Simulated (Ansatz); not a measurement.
# GeH7NSn: comparison of dispersion corrections from a Python script

The task is a comparison of dispersion corrections, for GeH7NSn.

All numbers are computed with Ansatz 0.2.0, driven from Python. The levels of theory stand in the script.

## (1) The structure

Bond lengths: N1–Ge2 1.817 Å, Ge2–Sn3 2.573 Å, N1–H4 1.001 Å, N1–H5 1.104 Å, Ge2–H6 1.567 Å, Ge2–H7 1.560 Å, Sn3–H8 1.723 Å, Sn3–H9 1.785 Å, Sn3–H10 1.790 Å. Angles (14 of 15 angles, heavy atoms first): N1–Ge2–Sn3 107.4°, N1–Ge2–H6 110.8°, N1–Ge2–H7 110.6°, Sn3–Ge2–H6 110.1°, Sn3–Ge2–H7 109.1°, Ge2–N1–H4 106.8°, Ge2–N1–H5 106.9°, Ge2–Sn3–H8 110.6°, Ge2–Sn3–H9 110.4°, Ge2–Sn3–H10 109.6°, H6–Ge2–H7 108.7°, H4–N1–H5 105.0°, H8–Sn3–H9 111.8°, H8–Sn3–H10 107.6°.

The script holds or builds the structure itself.

## (2) Script

Contents of geh7nsn_disp.py:

```python
import warnings

import ansatz as az

BASIS = "def2-SVP"

warnings.simplefilter("ignore", az.DeckWarning)

geometry = (
    az.Crystal.molecule()
    .atom("N", (-1.7256, 0.543, -0.6917))
    .atom("Ge", (0.0525, 0.8339, -0.4539))
    .atom("Sn", (0.9469, -1.0499, 1.0533))
    .atom("H", (-1.8141, -0.3227, -1.1855))
    .atom("H", (-2.0843, 1.3123, -1.3978))
    .atom("H", (0.3037, 2.227, 0.2179))
    .atom("H", (0.8026, 0.7949, -1.8212))
    .atom("H", (0.7263, -2.5847, 0.3015))
    .atom("H", (0.1725, -0.9809, 2.6598))
    .atom("H", (2.7026, -0.824, 1.3207))
)

calculation = geometry.calculation().basis(gaussian=BASIS)
for name in ["pbe0", "blyp"]:
    for correction in ("d3bj", "d4"):
        report = calculation.functional(name, dispersion=correction).run(threads=1).report
        print(f"{name:8s} {correction:5s} total {report['free_energy_ev']:.5f} eV, of which dispersion {1000 * report['dispersion']['energy']['ev']:.2f} meV")
```

## (3) What the engine is handed

The package turns the script's settings into the engine's input (first run):

```yaml
crystal:
  periodic: [false, false, false]
  atoms:
    - { symbol: "N", position_ang: [-1.7256, 0.543, -0.6917] }
    - { symbol: Ge, position_ang: [0.0525, 0.8339, -0.4539] }
    - { symbol: Sn, position_ang: [0.9469, -1.0499, 1.0533] }
    - { symbol: H, position_ang: [-1.8141, -0.3227, -1.1855] }
    - { symbol: H, position_ang: [-2.0843, 1.3123, -1.3978] }
    - { symbol: H, position_ang: [0.3037, 2.227, 0.2179] }
    - { symbol: H, position_ang: [0.8026, 0.7949, -1.8212] }
    - { symbol: H, position_ang: [0.7263, -2.5847, 0.3015] }
    - { symbol: H, position_ang: [0.1725, -0.9809, 2.6598] }
    - { symbol: H, position_ang: [2.7026, -0.824, 1.3207] }
basis:
  gaussian:
    orbitals: def2-SVP
hamiltonian:
  xc: pbe0
  dispersion: d3bj
```

## (4) Running it

Command:

```console
$ python geh7nsn_disp.py
```

Log:

```text
pbe0     d3bj  total -63936.19735 eV, of which dispersion -180.16 meV
pbe0     d4    total -63936.18611 eV, of which dispersion -168.93 meV
blyp     d3bj  total -63944.08133 eV, of which dispersion -440.24 meV
blyp     d4    total -63944.05967 eV, of which dispersion -418.58 meV
```

Wall time 16 s (1 thread of Arm Neoverse V2, shared host); peak memory 0.3 GiB.

## (5) What changed from run to run

The engine's inputs for the other runs:

Run 2, against run 1:

```diff
@@ -19 +19 @@
-  dispersion: d3bj
+  dispersion: d4
```

Run 3, against run 1:

```diff
@@ -18 +18 @@
-  xc: pbe0
+  xc: blyp
```

Run 4, against run 1:

```diff
@@ -18,2 +18,2 @@
-  xc: pbe0
-  dispersion: d3bj
+  xc: blyp
+  dispersion: d4
```

## (6) The runs side by side

From the records of these 4 runs:

```
run  functional  dispersion  energy (eV)  SCF cycles  CPU time (s)
  1        pbe0        d3bj  -63936.1973          16           4.9
  2        pbe0          d4  -63936.1861          16           4.9
  3        blyp        d3bj  -63944.0813          18           3.1
  4        blyp          d4  -63944.0597          18           3.1
```

Totals under unlike functionals or potentials can't be compared directly.

## (7) Summary of results

| quantity | value |
| --- | --- |
| dispersion energy | -440.24 to -168.93 meV |
| runs compared | 4 |

The dispersion term depends on the functional it is damped for, so it isn't a property of the molecule alone. All 4 runs converged, in 16 to 18 cycles. What to keep in mind:
- The geometry is a force-field or estimated start, not a minimum of this method, and the basis set is short of its limit. D4 holds the three-body term, and d3bj doesn't.
- def2 sets replace the cores of elements past krypton by effective core potentials.
